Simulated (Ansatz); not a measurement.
# GaAs: the cost of one run

Program: Ansatz 0.2.0. Level of theory: DFT PBE, scalar-relativistic, plane waves, PAW, and further levels as typed in the inputs. These are calculated values, not measurements.

**1. The system as given**

Symmetry: R3m, No. 160, trigonal system. The conventional cell has a = 4.033 Å, b = 4.033 Å, c = 10.009 Å, α = 90.00°, β = 90.00°, γ = 120.00°. Around Ga (site symmetry 3m) lie 4 As at 2.47 to 2.50 Å. As (site symmetry 3m) has 4 Ga at 2.47 to 2.50 Å as nearest neighbours.

As a file:

```
Ga As
1.0
     0.02512    2.87675    2.87675
     2.87675    0.02512    2.87675
     2.87675    2.87675    0.02512
Ga As
1 1
Direct
  0.00000 0.00000 0.00000
  0.25000 0.25000 0.25000
```

**2. Relaxing the atoms: GaAs, no spin**

input.yaml

```yaml
crystal:
  lattice:
    - [0.0251244442, 2.8767488887, 2.8767488887]
    - [2.8767488887, 0.0251244442, 2.8767488887]
    - [2.8767488887, 2.8767488887, 0.0251244442]
  atoms:
    - { symbol: Ga, position: [0.0, 0.0, 0.0] }
    - { symbol: As, position: [0.25, 0.25, 0.25] }
scf:
  occupations: { method: gaussian, width: 0.01 }
output:
  forces: true
  stress: true
hamiltonian:
  xc: pbe
kpoints:
  mp_grid: { grid: [8, 8, 8] }
relax:
  f_tol: 0.001
```

Run with:

```bash
ansatz run input.yaml --threads 8 --pin off --max-ram 16384MiB --backend cpu --events-out ev --progress --plain --runs-dir out
```

What time and memory should one allow on 8 threads of Intel Xeon Platinum 8375C at 2.90GHz (Ice Lake), shared host?

About 1.9 s, with a peak of 0.51 GiB.
